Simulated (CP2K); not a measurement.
# Two attempts at CH3ClInO (SMILES C[O][In][Cl])

Wanted: energy and gradient of CH3ClInO, PM6.

The results are computed with CP2K 2026.2.

3 further runs of the same task are left out: 1 that didn't finish, 2 set aside as unsound or not needed.

### 1 The molecule

CH3ClInO: 7 atoms, total charge 0, spin state doublet. As SMILES, `C[O][In][Cl]`. Geometry: a GFN2-xTB relaxation, a rough one for these elements and not checked as a minimum. This is one conformer, not always the lowest.

Bond lengths: C1–O2 1.377 Å, O2–In3 2.111 Å, In3–Cl4 2.413 Å, C1–H5 1.101 Å, C1–H6 1.097 Å, C1–H7 1.099 Å. Angles: C1–O2–In3 143.0°, O2–In3–Cl4 106.2°, O2–C1–H5 107.3°, O2–C1–H6 112.3°, O2–C1–H7 112.3°, H5–C1–H6 107.9°, H5–C1–H7 107.0°, H6–C1–H7 109.9°.

### 2 Try one

File mol.inp:

```
&FORCE_EVAL
  METHOD QS
  &DFT
    MULTIPLICITY 2
    UKS T
    &QUICKSTEP
      METHOD PM6
      EPS_DEFAULT 1.0E-10
      &SE
        &COULOMB
          CUTOFF [angstrom] 50
          RC_RANGE [angstrom] 0
        &END
        &EXCHANGE
          CUTOFF [angstrom] 50
          RC_RANGE [angstrom] 0
        &END
      &END
    &END
    &POISSON
      PERIODIC NONE
      POISSON_SOLVER ANALYTIC
    &END
    &SCF
      SCF_GUESS ATOMIC
      EPS_SCF 1.0E-06
      MAX_SCF 100
      ADDED_MOS 8
      &DIAGONALIZATION
        ALGORITHM STANDARD
      &END
      &MIXING
        METHOD DIRECT_P_MIXING
        ALPHA 0.4
      &END
    &END
    &PRINT
      &MOMENTS
        PERIODIC F
        REFERENCE COM
        MAX_MOMENT 1
      &END
      &MO ON
        ENERGIES T
        OCCUPATION_NUMBERS T
        NDIGITS 6
        &EACH
          QS_SCF 0
        &END
        ADD_LAST NUMERIC
      &END
      &HIRSHFELD OFF
      &END
    &END
  &END
  &SUBSYS
    &CELL
      ABC 12.1 15.4 12.3
      PERIODIC NONE
    &END
    &COORD
      C      0.086740     1.168360     0.208290
      O     -0.114130    -0.141040    -0.166940
      In     0.609540    -2.104210     0.110900
      Cl    -0.947220    -3.562570    -1.016890
      H     -0.581170     1.790530    -0.407260
      H     -0.166720     1.342350     1.261770
      H      1.112960     1.506590     0.010130
    &END
    &TOPOLOGY
      &CENTER_COORDINATES
      &END
    &END
  &END
  &PRINT
    &FORCES ON
    &END
  &END
&END

&GLOBAL
  PROJECT mol
  RUN_TYPE ENERGY_FORCE
  PRINT_LEVEL MEDIUM
&END
```

The run is started by

```
$ OMP_NUM_THREADS=1 cp2k.psmp -i mol.inp -o mol.out
```

The log of the run:

```text
Possible matches for unknown subsection

 QUICKSTEP

   keyword UKS in section %__ROOT__%FORCE_EVAL%DFT score:  104
   keyword MULTIP in section %__ROOT__%FORCE_EVAL%DFT score:  104
   keyword ROKS in section %__ROOT__%FORCE_EVAL%DFT score:  103
   enum MULLIKEN in section %__ROOT__%FORCE_EVAL%DFT for keyword PLUS_U_METHOD score:  103
   keyword SUBCELLS in section %__ROOT__%FORCE_EVAL%DFT score:  103

 *******************************************************************************
 *   ___                                                                       *
 *  /   \                                                                      *
 * [ABORT]                                                                     *
 *  \___/               unknown subsection QUICKSTEP of section DFT            *
 *    |                                                                        *
 *  O/|                                                                        *
 * /| |                                                                        *
 * / \                                               input/input_parsing.F:192 *
 *******************************************************************************

 ===== Routine Calling Stack =====

            4 section_vals_parse
            3 section_vals_parse
            2 section_vals_parse
            1 read_input

Program received signal SIGABRT: Process abort signal.

Backtrace for this error:
#0  0x44e15984f957 in ???
#1  0x44e17a104cac in __pthread_kill_implementation
#2  0x44e17a0abfb7 in raise
#3  0x44e17a095d37 in abort
#4  0x44e159f22d83 in ???
#5  0x44e159f24297 in ???
#6  0x44e15a093e77 in ???
#7  0x44e15a0938f7 in ???
#8  0x44e15a0938f7 in ???
#9  0x44e159969807 in ???
#10  0x44e15a1d4e8b in ???
#11  0x44e15a1d9d0b in ???
#12  0x44e1598f0db3 in ???
#13  0x44e1598eef13 in ???
#14  0x44e17a096573 in __libc_start_call_main
#15  0x44e17a096657 in __libc_start_main_impl
#16  0x44e1598ef06f in ???
#17  0xffffffffffffffff in ???
```

Wall time 0.46 s (1 thread of Arm Neoverse N1, shared host); peak memory 0.13 GiB.

### 3 What went wrong

The input was rejected.

The log says `\___/               unknown subsection QUICKSTEP of section DFT`. Cause: unknown section.

### 4 Second attempt

File molecule.inp:

```
&GLOBAL
   PROJECT molecule
   RUN_TYPE ENERGY_FORCE
   PRINT_LEVEL MEDIUM
&END GLOBAL
&FORCE_EVAL
   METHOD QS
   &DFT
      CHARGE 0
      MULTIPLICITY 2
      UNRESTRICTED_KOHN_SHAM T
      &QS
         METHOD PM6
         EPS_DEFAULT 1.0E-10
         &SE
            &COULOMB
               CUTOFF [angstrom] 50
               RC_RANGE [angstrom] 0
            &END COULOMB
            &EXCHANGE
               CUTOFF [angstrom] 50
               RC_RANGE [angstrom] 0
            &END EXCHANGE
         &END SE
      &END QS
      # no periodic images
      &POISSON
         PERIODIC NONE
         POISSON_SOLVER ANALYTIC
      &END POISSON
      &SCF
         SCF_GUESS ATOMIC
         EPS_SCF 1.0E-06
         MAX_SCF 100
         ADDED_MOS 8
         &DIAGONALIZATION
            ALGORITHM STANDARD
         &END DIAGONALIZATION
         &MIXING
            METHOD DIRECT_P_MIXING
            ALPHA 0.4
         &END MIXING
      &END SCF
      # extra output
      &PRINT
         &MOMENTS
            PERIODIC F
            REFERENCE COM
            MAX_MOMENT 1
         &END MOMENTS
         &MO ON
            ENERGIES T
            OCCUPATION_NUMBERS T
            NDIGITS 6
            &EACH
               QS_SCF 0
            &END EACH
            ADD_LAST NUMERIC
         &END MO
         &HIRSHFELD OFF
         &END HIRSHFELD
      &END PRINT
   &END DFT
   &SUBSYS
      &CELL
         ABC [angstrom] 12.1 15.4 12.3
         PERIODIC NONE
      &END CELL
      &COORD
         C      0.086740     1.168360     0.208290
         O     -0.114130    -0.141040    -0.166940
         In     0.609540    -2.104210     0.110900
         Cl    -0.947220    -3.562570    -1.016890
         H     -0.581170     1.790530    -0.407260
         H     -0.166720     1.342350     1.261770
         H      1.112960     1.506590     0.010130
      &END COORD
      &TOPOLOGY
         &CENTER_COORDINATES
         &END CENTER_COORDINATES
      &END TOPOLOGY
   &END SUBSYS
   # extra output
   &PRINT
      &FORCES ON
      &END FORCES
   &END PRINT
&END FORCE_EVAL
```

The run is started by

```
$ OMP_NUM_THREADS=1 cp2k.psmp -i molecule.inp -o molecule.out
```

The log of the run:

```text
CP2K| version string:                                       CP2K version 2026.2
[...]
 GLOBAL| Method name                                                        CP2K
[...]
 GLOBAL| Run type                                                   ENERGY_FORCE
[...]
                             - Atoms:                                          7
[...]
                             - Spherical basis functions:                     24
[...]
 Number of electrons:                                                         12
[...]
     1 P_Mix/Diag. 0.40E+00    0.0     0.56234003       -23.9885491096 -2.40E+01
[...]
    24 DIIS/Diag.  0.24E-06    0.0     0.00000081       -28.0918174196 -2.82E-12
  *** SCF run converged in    24 steps ***
  Core-core repulsion energy [eV]:                           1048.11997373370446
  Core Hamiltonian energy [eV]:                             -1249.39243765394235
  Two-electron integral energy [eV]:                        -1126.28952622370502
  Electronic energy [eV]:                                   -1812.53720076579521
  Total energy [eV]:                                         -764.41722703209041
  Atomic reference energy [eV]:                               762.12902893523199
  Heat of formation [kcal/mol]:                               -52.76710584219433
[...]
 SE_DIPOLE| Moment [Debye]         -3.54147004      -1.03437910      -2.50561335
 SE_DIPOLE| Derivative [a.u.]       0.00000000       0.00000000       0.00000000
 ENERGY| Total FORCE_EVAL ( QS ) energy [hartree]            -28.091817419566919
 FORCES| Atomic forces [hartree/bohr]
 FORCES|   Atom     x               y               z               |f|
 FORCES|      1  1.59621373E-02  6.71456208E-03  1.18713959E-02   2.09953616E-02
 FORCES|      2 -8.61017581E-03 -3.34340893E-02 -1.19672041E-02   3.65402166E-02
 FORCES|      3 -1.87294448E-02  2.61128122E-02 -7.81048211E-03   3.30707529E-02
 FORCES|      4  1.29737359E-02  1.20225436E-02  9.32557610E-03   1.99956432E-02
 FORCES|      5 -3.62183698E-03 -5.28090135E-03 -3.45363974E-03   7.27552401E-03
 FORCES|      6  4.22079776E-04 -3.42577677E-03  1.21645174E-03   3.65976129E-03
 FORCES|      7  1.60350459E-03 -2.70915048E-03  8.17902206E-04   3.25264313E-03
 FORCES| Sum    -8.32667268E-17 -7.21644966E-16  3.46944695E-17
 FORCES| Total atomic force                                       7.27260965E-16
[...]
```

Wall time 0.46 s (1 thread of Arm Neoverse N1, shared host); peak memory 0.14 GiB.

### 5 What came out

Level: PM6.

| quantity | value |
| --- | --- |
| total energy | -28.09182 Eh |
| dipole moment | 4.46 D |
| HOMO energy (highest over α and β) | -10.19 eV |
| LUMO energy (lowest over α and β) | -1.67 eV |
| heat of formation at this unrelaxed shape | -52.8 kcal/mol |
| largest force on an atom | 1.879 eV/Å |

In words: The largest force is 1.88 eV/Å: the shape isn't a stationary point for this species at this level.
